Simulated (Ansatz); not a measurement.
# CH4B2O: small, medium and large basis sets

Aim: see how fast density functionals converge with the basis set for CH4B2O.

Computed with Ansatz 0.2.0, Gaussian basis. Level: one geometry, several basis sets.

The runs, in order: PBE0-D4/def2-SVP; ωB97M-V/def2-SVP; PBE0-D4/def2-QZVPP; ωB97M-V/def2-QZVPP; the functionals' def2-TZVPP values are taken from earlier runs.

1 further run of the same task is left out (it didn't finish).

### 1 The relaxed structure

The geometry comes from an earlier relaxation with PBE0-D4 in a triple-zeta def2 set; it is a stationary point, not always the lowest conformer.

SMILES `BB1CO1`, 8 atoms, charge 0, spin multiplicity 1.

Atoms are counted from 1 here; the program's logs count them from 0.

Bond lengths: B1–B2 1.641 Å, B1–H5 1.196 Å, B1–H6 1.196 Å, B2–C3 1.530 Å, B2–O4 1.342 Å, C3–O4 1.467 Å, C3–H7 1.086 Å, C3–H8 1.086 Å. Angles: B2–B1–H5 121.2°, B2–B1–H6 121.3°, H5–B1–H6 117.4°, B1–B2–C3 153.3°, B1–B2–O4 145.6°, C3–B2–O4 61.0°, B2–C3–O4 53.2°, B2–C3–H7 121.5°, B2–C3–H8 121.5°, O4–C3–H7 113.5°, O4–C3–H8 113.5°, H7–C3–H8 115.5°, B2–O4–C3 65.8°.

### 2 PBE0-D4 in def2-SVP

Input file in.yaml:

```yaml
crystal:
  periodic: [false, false, false]
  atoms:
    - {symbol: B, position_ang: [-0.953969, 1.286278, -0.379095]}
    - {symbol: B, position_ang: [-0.118089, -0.115706, -0.207733]}
    - {symbol: C, position_ang: [0.924740, -1.012299, 0.461620]}
    - {symbol: O, position_ang: [0.063298, -1.361033, -0.673496]}
    - {symbol: H, position_ang: [-0.537988, 2.177455, -1.059764]}
    - {symbol: H, position_ang: [-1.961615, 1.486722, 0.233292]}
    - {symbol: H, position_ang: [0.697706, -1.569889, 1.365875]}
    - {symbol: H, position_ang: [1.978018, -0.948628, 0.203400]}
basis:
  gaussian: {orbitals: def2-SVP}
hamiltonian: {xc: pbe0, dispersion: d4}
output: {orbitals: {seedname: orbitals}}
```

Launch:

```console
ansatz run in.yaml --threads 2 --pin off --events-out ev --progress --plain --max-ram 4352MiB
```

Standard output:

```text
Functional definition: PBE0
  name "PBE0"
  cite "Adamo & Barone, J. Chem. Phys. 110, 6158 (1999) doi:10.1063/1.478522"
  cite "Perdew, Burke & Ernzerhof, Phys. Rev. Lett. 77, 3865 (1996) doi:10.1103/PhysRevLett.77.3865"
  parent pbe
  parameter a = 0.25
  parameter kappa = 0.804
  parameter beta = 0.06672455060314922
  exchange = (1 - a)*pbe_x(kappa = kappa, mu = beta*pi^2/3) + a*exact_x
  correlation = pbe_c(beta = beta)
841 factors; their error is unknown
mean field evaluation 1: about -4488.4403 eV, gradient 3.6e1 eV
mean field evaluation 2: about -4485.4533 eV, gradient 5.4e1 eV
mean field evaluation 4: about -4491.4614 eV, gradient 2.7e0 eV
mean field evaluation 8: about -4491.4797 eV, gradient 2.9e-2 eV
mean field -4491.47547331 eV, -165.0586792125 hartree, gradient 7.7e-5 eV, S^2 0.000000; 0 other end points of the search recorded, 0 dependent functions left out
reference -4491.47549872 eV, -165.0586801466 hartree; 14, 14 occupied and 62, 62 virtual orbitals, 841 factors
Total energy: -4491.56425926 eV, -165.0619420361 hartree
```

Run time: 0.75 s. Hardware: 2 threads of Arm Neoverse V1, shared host.

### 3 ωB97M-V in def2-SVP

Changes to in.yaml since step 2:

```diff
@@ -13,3 +13,3 @@
   gaussian: {orbitals: def2-SVP}
-hamiltonian: {xc: pbe0, dispersion: d4}
+hamiltonian: {xc: {name: wB97M-V}}
 output: {orbitals: {seedname: orbitals}}
```

Same command.

Standard output:

```text
Functional definition: wB97M-V
  name "wB97M-V"
  cite "Mardirossian & Head-Gordon, J. Chem. Phys. 144, 214110 (2016) doi:10.1063/1.4952647"
  cite "Becke, J. Chem. Phys. 107, 8554 (1997) doi:10.1063/1.475007"
  cite "Vydrov & Van Voorhis, J. Chem. Phys. 133, 244103 (2010) doi:10.1063/1.3521275"
  # Of w^i u^j: cxij and so on, Table III.
  parameter omega = 0.3/bohr
  parameter cx = 0.15
  parameter cx01 = 1.007
  parameter cx10 = 0.259
  parameter css00 = 0.443
  parameter css04 = -1.437
  parameter css10 = -4.535
  parameter css20 = -3.390
  parameter css43 = 4.278
  parameter cos00 = 1.000
  parameter cos10 = 1.358
  parameter cos20 = 2.924
  parameter cos21 = -8.812
  parameter cos60 = -1.390
  parameter cos61 = 9.142
  parameter b = 6.0
  parameter c = 0.01
  gx(w, u) = 1 - cx + cx01*u + cx10*w
  gss(w, u) = css00 + css04*u^4 + css10*w + css20*w^2 + css43*w^4*u^3
  gos(w, u) = cos00 + cos10*w + (cos20 + cos21*u)*w^2 + (cos60 + cos61*u)*w^6
  exchange = spin_sum(e_x_unif_sr(omega)*gx(b97_w, b97_u_x)) + cx*exact_x_sr(omega) + exact_x_lr(omega)
  correlation = spin_sum(e_c_pw_mod_same_spin*gss(b97_w, b97_u_same))
      + integral(e_c_pw_mod_opposite_spin*gos(b97_w_opposite, b97_u_opposite)) + vv10(b, c)
841 factors; their error is unknown
224 factors; integrals over basis functions are off by at most 1.1e-5 eV
mean field evaluation 1: about -4492.4158 eV, gradient 3.3e1 eV
mean field evaluation 2: about -4492.1935 eV, gradient 3.9e1 eV
mean field evaluation 4: about -4494.8928 eV, gradient 1.8e0 eV
mean field evaluation 8: about -4494.8894 eV, gradient 3.0e-2 eV
mean field -4494.88943974 eV, -165.1841401650 hartree, gradient 4.7e-5 eV, S^2 0.000000; 0 other end points of the search recorded, 0 dependent functions left out
reference -4494.88947856 eV, -165.1841415916 hartree; 14, 14 occupied and 62, 62 virtual orbitals, 841 factors
Total energy: -4494.88947856 eV, -165.1841415916 hartree
```

It took 2.9 s on 2 threads of Arm Neoverse V1, shared host.

### 4 PBE0-D4 in def2-QZVPP

Changes to in.yaml since step 3:

```diff
@@ -12,4 +12,4 @@
 basis:
-  gaussian: {orbitals: def2-SVP}
-hamiltonian: {xc: {name: wB97M-V}}
+  gaussian: {orbitals: "def2-QZVPP.json"}
+hamiltonian: {xc: pbe0, dispersion: d4}
 output: {orbitals: {seedname: orbitals}}
```

Launched as before.

Standard output:

```text
Functional definition: PBE0
  name "PBE0"
  cite "Adamo & Barone, J. Chem. Phys. 110, 6158 (1999) doi:10.1063/1.478522"
  cite "Perdew, Burke & Ernzerhof, Phys. Rev. Lett. 77, 3865 (1996) doi:10.1103/PhysRevLett.77.3865"
  parent pbe
  parameter a = 0.25
  parameter kappa = 0.804
  parameter beta = 0.06672455060314922
  exchange = (1 - a)*pbe_x(kappa = kappa, mu = beta*pi^2/3) + a*exact_x
  correlation = pbe_c(beta = beta)
995 factors; their error is unknown
mean field evaluation 1: about -4491.9589 eV, gradient 4.8e1 eV
mean field evaluation 2: about -4486.9025 eV, gradient 7.0e1 eV
mean field evaluation 4: about -4496.8082 eV, gradient 4.4e0 eV
mean field evaluation 8: about -4496.8484 eV, gradient 2.6e-1 eV
mean field evaluation 16: about -4496.8474 eV, gradient 2.4e-5 eV
mean field -4496.84737056 eV, -165.2560927956 hartree, gradient 2.4e-5 eV, S^2 0.000000; 0 other end points of the search recorded, 0 dependent functions left out
reference -4496.84740971 eV, -165.2560942341 hartree; 14, 14 occupied and 334, 334 virtual orbitals, 995 factors
Total energy: -4496.93617024 eV, -165.2593561237 hartree
```

Run time: 5.5 s. Hardware: 2 threads of Arm Neoverse V1, shared host; peak memory 0.88 GiB.

### 5 ωB97M-V in def2-QZVPP

Changes to in.yaml since step 4:

```diff
@@ -13,3 +13,3 @@
   gaussian: {orbitals: "def2-QZVPP.json"}
-hamiltonian: {xc: pbe0, dispersion: d4}
+hamiltonian: {xc: {name: wB97M-V}}
 output: {orbitals: {seedname: orbitals}}
```

The command is unchanged.

Standard output:

```text
Functional definition: wB97M-V
  name "wB97M-V"
  cite "Mardirossian & Head-Gordon, J. Chem. Phys. 144, 214110 (2016) doi:10.1063/1.4952647"
  cite "Becke, J. Chem. Phys. 107, 8554 (1997) doi:10.1063/1.475007"
  cite "Vydrov & Van Voorhis, J. Chem. Phys. 133, 244103 (2010) doi:10.1063/1.3521275"
  # Of w^i u^j: cxij and so on, Table III.
  parameter omega = 0.3/bohr
  parameter cx = 0.15
  parameter cx01 = 1.007
  parameter cx10 = 0.259
  parameter css00 = 0.443
  parameter css04 = -1.437
  parameter css10 = -4.535
  parameter css20 = -3.390
  parameter css43 = 4.278
  parameter cos00 = 1.000
  parameter cos10 = 1.358
  parameter cos20 = 2.924
  parameter cos21 = -8.812
  parameter cos60 = -1.390
  parameter cos61 = 9.142
  parameter b = 6.0
  parameter c = 0.01
  gx(w, u) = 1 - cx + cx01*u + cx10*w
  gss(w, u) = css00 + css04*u^4 + css10*w + css20*w^2 + css43*w^4*u^3
  gos(w, u) = cos00 + cos10*w + (cos20 + cos21*u)*w^2 + (cos60 + cos61*u)*w^6
  exchange = spin_sum(e_x_unif_sr(omega)*gx(b97_w, b97_u_x)) + cx*exact_x_sr(omega) + exact_x_lr(omega)
  correlation = spin_sum(e_c_pw_mod_same_spin*gss(b97_w, b97_u_same))
      + integral(e_c_pw_mod_opposite_spin*gos(b97_w_opposite, b97_u_opposite)) + vv10(b, c)
995 factors; their error is unknown
306 factors; integrals over basis functions are off by at most 1.3e-5 eV
mean field evaluation 1: about -4496.7723 eV, gradient 4.3e1 eV
mean field evaluation 2: about -4496.5625 eV, gradient 4.9e1 eV
mean field evaluation 4: about -4500.4527 eV, gradient 2.4e0 eV
mean field evaluation 8: about -4500.4706 eV, gradient 3.1e-2 eV
mean field evaluation 16: about -4500.4658 eV, gradient 7.4e-5 eV
mean field -4500.46580940 eV, -165.3890679701 hartree, gradient 7.4e-5 eV, S^2 0.000000; 0 other end points of the search recorded, 0 dependent functions left out
reference -4500.46587364 eV, -165.3890703310 hartree; 14, 14 occupied and 334, 334 virtual orbitals, 995 factors
Total energy: -4500.46587364 eV, -165.3890703310 hartree
```

It took 13 s on 2 threads of Arm Neoverse V1, shared host; peak memory 1.1 GiB.

### 6 Density functionals: the series

The def2-TZVPP values come from earlier runs at the same geometry.

```
functional       basis  functions  energy (eV)  from the largest (eV)  HOMO (eV)  LUMO (eV)
   PBE0-D4    def2-SVP         76   -4491.5643                  5.372      -7.92      -2.13
   PBE0-D4  def2-TZVPP        180   -4496.6757                  0.260      -7.95      -2.23
   PBE0-D4  def2-QZVPP        348   -4496.9362                  0.000      -7.96      -2.24
   ωB97M-V    def2-SVP         76   -4494.8895                  5.576     -10.15      -0.09
   ωB97M-V  def2-TZVPP        180   -4500.2228                  0.243     -10.20      -0.30
   ωB97M-V  def2-QZVPP        348   -4500.4659                  0.000     -10.20      -0.36
```

### 7 Results

| quantity | value |
| --- | --- |
| PBE0-D4: double and triple zeta above quadruple | 5.37, 0.26 eV |
| ωB97M-V: double and triple zeta above quadruple | 5.58, 0.24 eV |

**Reading.** For PBE0-D4 the step from double to triple zeta gains 5.11 eV and the next only 0.26 eV. These are total energies; as a rule much of such shifts cancels in differences, which this series doesn't test.

For PBE0-D4 the largest set took about 7 times as long as the smallest (5.5 s against 0.75 s).
